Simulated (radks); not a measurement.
# W²⁺ inside a hard spherical wall

An exercise on one series of results from a longer session: the logs are not shown, and one member is left open.

The numbers are computed with radks (a radial shooting solver on a logarithmic mesh, Libxc functionals) version 1 (scalar-relativistic Kohn-Sham, r2SCAN, spin-unpolarised, spherical densities, finite nucleus), except any that are marked as measured or tabulated.

## The atom as given

- element: tungsten (Z = 74)
- charge: +2
- electrons: 72
- configuration: [Xe] 4f14 5d4
- nuclear rms radius: 5.3658 fm

The outer shells:

W²⁺
```
[Xe] core
4f [↑↓][↑↓][↑↓][↑↓][↑↓][↑↓][↑↓]
5d [↑ ][↑ ][↑ ][↑ ][  ]
```

The first run:

Input:

```text
Z 74
configuration [Xe] 4f14 5d4 6s0 6p0 5f0
relativity scalar-relativistic
functional r2scan,r2scan
spin unpolarised
nucleus finite rms 5.3658 fm
c 137.035999084
```

Among the steps run: The free atom; Wall at 20 bohr; Wall at 12 bohr; Wall at 8 bohr; Wall at 7 bohr; Wall at 6 bohr; Wall at 5 bohr; Wall at 4 bohr; Wall at 3.5 bohr; Wall at 3 bohr; Wall at 2 bohr.

One of the session's tables, all rows but one given; the rest of the session is left out.

```
R (bohr)  E − E(free) (eV)  ε(6s, empty) (eV)  ε(6p, empty) (eV)  pressure (GPa)
    free             0.000            -18.703            -12.368               0
      20             0.000            -18.703            -12.368        < 0.0001
      12             0.000            -18.703            -12.367        < 0.0001
       8             0.001            -18.696            -12.304         0.00367
       7             0.010            -18.660            -12.132          0.0348
       6             0.070            -18.472            -11.540           0.320
       5             0.458            -17.590             -9.575            2.89
       4                 ?                  ?                  ?               ?
     3.5             7.143             -8.370              5.369            94.6
       3            19.152              3.623             22.196             377
       2            208.17             109.46             149.39           12300
```

**Question.** Estimate the row for R (bohr) = 4.

Worked estimate for «E − E(free) (eV)». A straight line through the neighbours (5, 0.458) and (3.5, 7.143) gives 0.458 + (7.143 − 0.458) × (4 − 5) / (3.5 − 5) = 4.915; a parabola fitted to 4 rows on both sides gives 4.285.

The run gave: E − E(free) (eV): 2.830; ε(6s, empty) (eV): -13.781; ε(6p, empty) (eV): -2.937; pressure (GPa): 27.6. In «E − E(free) (eV)» the line misses by +2.085 and the parabola by +1.455.

In words: At the tightest wall, 2 bohr, the energy stands 208.17 eV above the free atom and the pressure, −dE/dV, is 12300 GPa. Of the levels in the table that exist at both ends, 6p (empty) rises most from the free atom (161.75 eV). From R = 2 bohr inwards the highest occupied level lies above zero, pushed up by confinement. Shells are not refilled when levels cross, and a hard wall is a model, not a crystal.
